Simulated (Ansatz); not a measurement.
# CoH3: the cost of one run

Computed with Ansatz 0.2.0 (DFT PBE, scalar-relativistic, plane waves, PAW, unless a step's input says otherwise).

**1. The system as given**

It takes space group Pm-3m (No. 221, cubic). The conventional cell has a = 2.611 Å, b = 2.611 Å, c = 2.611 Å, α = 90.00°, β = 90.00°, γ = 90.00°. Co (site symmetry m-3m) is surrounded by 12 H at 1.85 Å. H (site symmetry 4/mmm) is surrounded by 4 Co at 1.85 Å and 8 H at 1.85 Å.

Coordinates:

```xyz
4
Lattice="2.6113 0.0000 0.0000 0.0000 2.6113 0.0000 0.0000 0.0000 2.6113" Properties=species:S:1:pos:R:3 pbc="T T T"
Co    0.0000    0.0000    0.0000
H     0.0000    1.3057    1.3057
H     1.3057    0.0000    1.3057
H     1.3057    1.3057    0.0000
```

This is candidate A: structure listed in a database for this formula (Pm-3m, No. 221).

(A quick probe on a coarse mesh, which set the mesh and smearing, is not shown.)

**3. The relaxation (candidate A)**

input.yaml reads:

```yaml
crystal:
  lattice:
    - [2.611335, 0.0, 0.0]
    - [0.0, 2.611335, 0.0]
    - [0.0, 0.0, 2.611335]
  atoms:
    - { symbol: Co, position: [0.0, 0.0, 0.0] }
    - { symbol: H, position: [0.0, 0.5, 0.5] }
    - { symbol: H, position: [0.5, 0.0, 0.5] }
    - { symbol: H, position: [0.5, 0.5, 0.0] }
basis:
  ecutwfc: 420
kpoints:
  mp_grid: { grid: [18, 18, 18] }
hamiltonian:
  xc: pbe
scf:
  occupations: { method: gaussian, width: 0.1 }
output:
  forces: true
  stress: true
  eigenvalues: true
relax:
  adjacent_minimum: "off"
  f_tol: 0.01
  max_steps: 80
  cell: { stress_tol: 0.05 }
```

Command:

```bash
ansatz run input.yaml --threads 1 --pin off --max-ram 2560MiB --backend cpu --events-out ev --progress --plain --runs-dir out
```

Q: Estimate wall time and peak memory on 1 thread of Arm Neoverse V1, shared host.

About 17 s, with a peak of 0.34 GiB.
